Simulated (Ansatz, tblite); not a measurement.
**The cluster Be₄S₄+: a ladder of methods and basis sets**

Aim: run the doublet of the cluster Be₄S₄+ at one geometry on many levels, and compare frontier levels, spin and run time.

Program: Ansatz 0.2.0, Gaussian basis. Level of theory: as each input shows. These are calculated values, not measurements.

Plan: GFN1-xTB, GFN2-xTB, PBE-D4/def2-TZVP, r2SCAN-D4/def2-TZVP, revPBE-D4/def2-TZVP, LC-ωPBE/def2-TZVP, B97M-V/def2-TZVP, PBE-D4/def2-SVP, PBE0-D4/def2-SVP, HF/STO-3G, CCSD(T)/def2-SVP, MP2/def2-TZVP.

2 further runs of the same task are left out: 2 set aside as unsound or not needed.

## Step 1: The geometry

The doublet was relaxed beforehand with PBE-D4/def2-SVP. At that level it is the lowest of the isomers that a small search found.

8 atoms, charge 1, spin multiplicity 2.

Bond lengths: Be1–S6 2.104 Å, Be1–S7 2.103 Å, Be1–S8 2.012 Å, Be2–S5 2.071 Å, Be2–S6 2.222 Å, Be2–S8 2.071 Å, Be3–S5 2.070 Å, Be3–S7 2.226 Å, Be3–S8 2.070 Å, Be4–S5 2.012 Å, Be4–S6 2.104 Å, Be4–S7 2.103 Å. Angles: S6–Be1–S7 89.7°, S6–Be1–S8 113.5°, S7–Be1–S8 113.6°, S5–Be2–S6 106.6°, S5–Be2–S8 109.1°, S6–Be2–S8 106.6°, S5–Be3–S7 106.5°, S5–Be3–S8 109.2°, S7–Be3–S8 106.5°, S5–Be4–S6 113.5°, S5–Be4–S7 113.6°, S6–Be4–S7 89.7°, Be2–S5–Be3 65.9°, Be2–S5–Be4 70.6°, Be3–S5–Be4 70.6°, Be1–S6–Be2 66.0°, Be1–S6–Be4 80.1°, Be2–S6–Be4 66.0° and more.

The ion is computed in the gas phase, without counter-ions or solvent.

PBE0-D4/def2-TZVP was run before; its log isn't repeated, and its numbers join the tables.

## Step 2: GFN1-xTB

Tight binding, by tblite at 300 K electronic temperature and without a spin-polarisation term:

```python
tblite.interface.Calculator('GFN1-xTB', numbers, positions, charge=1, uhf=1).singlepoint()
```

Energy -478.9306 eV; 0.009 s.

## Step 3: GFN2-xTB

Tight binding, by tblite at 300 K electronic temperature and without a spin-polarisation term:

```python
tblite.interface.Calculator('GFN2-xTB', numbers, positions, charge=1, uhf=1).singlepoint()
```

Energy -419.7692 eV; 0.015 s.

## Step 4: PBE-D4/def2-TZVP

start.molden holds the orbitals of an earlier run on this state, given as this run's starting guess.

Contents of in.yaml:

```yaml
crystal:
  periodic: [false, false, false]
  atoms:
    - {symbol: Be, position_ang: [-0.365444, 1.495421, -0.015481]}
    - {symbol: Be, position_ang: [-0.765814, -0.607771, -1.007135]}
    - {symbol: Be, position_ang: [1.342891, -0.087063, -0.405027]}
    - {symbol: Be, position_ang: [-0.138198, -0.887938, 1.250085]}
    - {symbol: S, position_ang: [0.572374, -2.003728, -0.265981]}
    - {symbol: S, position_ang: [-1.854868, 0.218777, 0.744863]}
    - {symbol: S, position_ang: [0.919716, 0.906182, 1.541549]}
    - {symbol: S, position_ang: [0.289342, 0.966110, -1.842883]}
basis:
  gaussian: {orbitals: def2-TZVP, initial_orbitals: start.molden}
total_charge: 1
magnetization: {spin_polarized: true, initial_magnetization: 1}
hamiltonian: {xc: pbe, dispersion: d4}
scf: {omitted_lower_state_checks: [starts]}
output: {forces: true, orbitals: {seedname: orbitals}}
```

Command:

```console
$ ansatz run in.yaml --threads 4 --pin off --events-out ev --progress --plain --max-ram 4787MiB
```

Further steps of the session: r2SCAN-D4/def2-TZVP; revPBE-D4/def2-TZVP; LC-ωPBE/def2-TZVP; B97M-V/def2-TZVP; PBE-D4/def2-SVP; PBE0-D4/def2-SVP; HF/STO-3G; CCSD(T)/def2-SVP; MP2/def2-TZVP.

Q: Predict the results of all the runs planned. Wanted: gap in def2-TZVP, named functionals, smallest and largest; correlation energy, CCSD(T)/def2-SVP; correlation energy, MP2/def2-TZVP; ⟨S²⟩ in def2-TZVP, named functionals, smallest and largest; PBE0 total energy, smallest basis above largest.

The runs gave:

```
                                                  quantity                                value
 gap in def2-TZVP, named functionals, smallest and largest  0.91 eV (PBE-D4), 7.57 eV (LC-ωPBE)
                      correlation energy, CCSD(T)/def2-SVP                            -18.53 eV
                         correlation energy, MP2/def2-TZVP                            -25.33 eV
⟨S²⟩ in def2-TZVP, named functionals, smallest and largest                         0.754, 0.765
           PBE0 total energy, smallest basis above largest       17.05 eV (def2-SVP, def2-TZVP)
```

What this shows: Over the named functionals in def2-TZVP the gap runs from 0.91 eV (PBE-D4) to 7.57 eV (LC-ωPBE); exact exchange widens it. Over the named functionals in def2-TZVP spin contamination reaches 0.02 (LC-ωPBE), which is small.
